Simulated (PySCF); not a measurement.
# TlB: from the state search to spectroscopic constants

Aim: find the lowest electronic state of TlB, scan its bond at several levels of theory, and get bond length, wavenumber and dissociation energy from each curve.

Computed with PySCF 2.14.0. Level: Tl aug-cc-pVDZ-PP with ECP60, B aug-cc-pVDZ, scalar-relativistic core potentials.

## Step 1: Set-up

Settings of the job:

- atoms: Tl, B
- charge: 0
- basis: Tl aug-cc-pVDZ-PP with ECP60, B aug-cc-pVDZ
- Hamiltonian: scalar-relativistic core potentials
- basis functions: 55
- electrons treated: 26
- masses in u: 204.9744, 11.0093
- levels: PBE0, PBE, r²SCAN, BLYP, M06, PW91, HF, MP2, SCS-MP2, CCSD, CCSD(T)
- grid: 80 radial by 434 angular points
- occupations: held fixed by the projection of orbital angular momentum
- dissociation limit: Tl + B, each in its ground configuration
- starting distance in angstrom: 2.245
- values of 2S to try: 0, 2

The run is started by

```console
$ OMP_NUM_THREADS=1 python dia.py task.json out
```

After this run come: The PBE0 curve of the state that the search chose; Higher solutions at PBE0; PBE (GGA); r²SCAN (meta-GGA); BLYP (GGA); M06 (hybrid meta-GGA); PW91 (GGA); UHF (mean field); Adding correlation.

**Question.** What will these runs give? Wanted: for each run, Re; ωe; De; μ.

As calculated:

Lowest PBE0 solution found, without spin–orbit coupling: ³Π (triplet), unpaired electrons σ ↑, π ↑. State 2 has its PBE0 minimum 0.12 eV higher. State 3 has its PBE0 minimum 0.18 eV higher, as a spin-mixed determinant (⟨S²⟩ = 1.01), so this is no gap between pure states. State 4 has its PBE0 minimum 0.33 eV higher, as a spin-mixed determinant (⟨S²⟩ = 1.01), so this is no gap between pure states. The other levels ran on the lowest alone.

```
      level  Re (Å)  ωe (cm⁻¹)  De (eV)  μ (D)
        UHF   2.524        345     0.81  -2.78
    UHF-MP2   2.479        367     1.35    n/a
UHF-SCS-MP2   2.490        363     1.18    n/a
   UHF-CCSD   2.509        341     1.25    n/a
UHF-CCSD(T)   2.509        338     1.34    n/a
        PBE   2.520        322     1.83  -2.24
       PW91   2.516        324     1.86  -2.22
       BLYP   2.565        301     1.59  -2.28
     r²SCAN   2.495        341     1.79  -2.19
       PBE0   2.488        346     1.67  -2.35
        M06   2.534        334     1.69  -2.60
```

De is counted to Tl + B in their ground configurations. A positive dipole means Tl(−)B(+).

Differences from CCSD(T) in the same basis:

```
      level  Re (mÅ)  ωe (%)
        UHF      +15    +2.0
    UHF-MP2      -31    +8.6
UHF-SCS-MP2      -19    +7.5
   UHF-CCSD        0    +0.8
        PBE      +11    -4.9
       PW91       +7    -4.3
       BLYP      +56   -11.1
     r²SCAN      -14    +0.9
       PBE0      -21    +2.2
        M06      +24    -1.4
```

Against CCSD(T) in the same basis, the bond length is nearest at UHF-CCSD (0 mÅ) and farthest at BLYP (+56 mÅ); the wavenumber is nearest at UHF-CCSD (+0.8 %) and farthest at BLYP (-11.1 %). CCSD(T) in a basis this small is itself some way from its limit, more so than the functionals. Among the levels with a De in the table, it runs from 0.81 eV (UHF) to 1.86 eV (PW91).

Correlated steps freeze 5 core orbitals. Spin–orbit coupling is left out, which matters for elements this heavy, above all for dissociation energies. With spin–orbit coupling the term label itself may not hold.
